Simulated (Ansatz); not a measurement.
# NaVSe3: the cost of one run

Computed with Ansatz 0.2.0 (DFT PBE, scalar-relativistic, plane waves, PAW, unless a step's input says otherwise).

## 1. The system as given

Symmetry: Pm-3m, No. 221, cubic system. The conventional cell has a = 5.040 Å, b = 5.040 Å, c = 5.040 Å, α = 90.00°, β = 90.00°, γ = 90.00°. Around Na (site symmetry m-3m) lie 12 Se at 3.56 Å. V (site symmetry m-3m) has 6 Se at 2.52 Å as nearest neighbours. Around Se (site symmetry 4/mmm) lie 2 V at 2.52 Å and 4 Na at 3.56 Å.

Coordinates:

```cif
data_structure
_symmetry_space_group_name_H-M 'Pm-3m'
_symmetry_Int_Tables_number 221
_cell_length_a 5.0400
_cell_length_b 5.0400
_cell_length_c 5.0400
_cell_angle_alpha 90.000
_cell_angle_beta 90.000
_cell_angle_gamma 90.000
_cell_volume 128.02
loop_
_atom_site_label
_atom_site_type_symbol
_atom_site_symmetry_multiplicity
_atom_site_Wyckoff_symbol
_atom_site_fract_x
_atom_site_fract_y
_atom_site_fract_z
_atom_site_occupancy
Na1 Na 1 a 0.00000 0.00000 0.00000 1
V1 V 1 b 0.50000 0.50000 0.50000 1
Se1 Se 3 c 0.50000 0.50000 0.00000 1
```

This is a trial structure built by rule; it need not be a known or stable form of this composition.

The cell is the ideal cubic perovskite prototype; whether it is the stable structure of this composition wasn't checked.

## 2. Seeking zero pressure, try 1

input.yaml reads:

```yaml
crystal:
  lattice:
    - [5.04, 0.0, 0.0]
    - [0.0, 5.04, 0.0]
    - [0.0, 0.0, 5.04]
  atoms:
    - { symbol: Na, position: [0.0, 0.0, 0.0] }
    - { symbol: V, position: [0.5, 0.5, 0.5] }
    - { symbol: Se, position: [0.5, 0.5, 0.0] }
    - { symbol: Se, position: [0.5, 0.0, 0.5] }
    - { symbol: Se, position: [0.0, 0.5, 0.5] }
basis:
  ecutwfc: 420
kpoints:
  mp_grid: { grid: [4, 4, 4] }
hamiltonian:
  xc: pbe
scf:
  occupations: { method: gaussian, width: 0.05 }
output:
  forces: true
  stress: true
  eigenvalues: true
```

Launch:

```
$ ansatz run input.yaml --threads 1 --pin off --max-ram 2560MiB --backend cpu --events-out ev --progress --plain --runs-dir out
```

What time and memory should one allow on 1 thread of AMD EPYC 9R45 (Zen 5), shared host?

About 1.5 s, with a peak of 0.44 GiB.
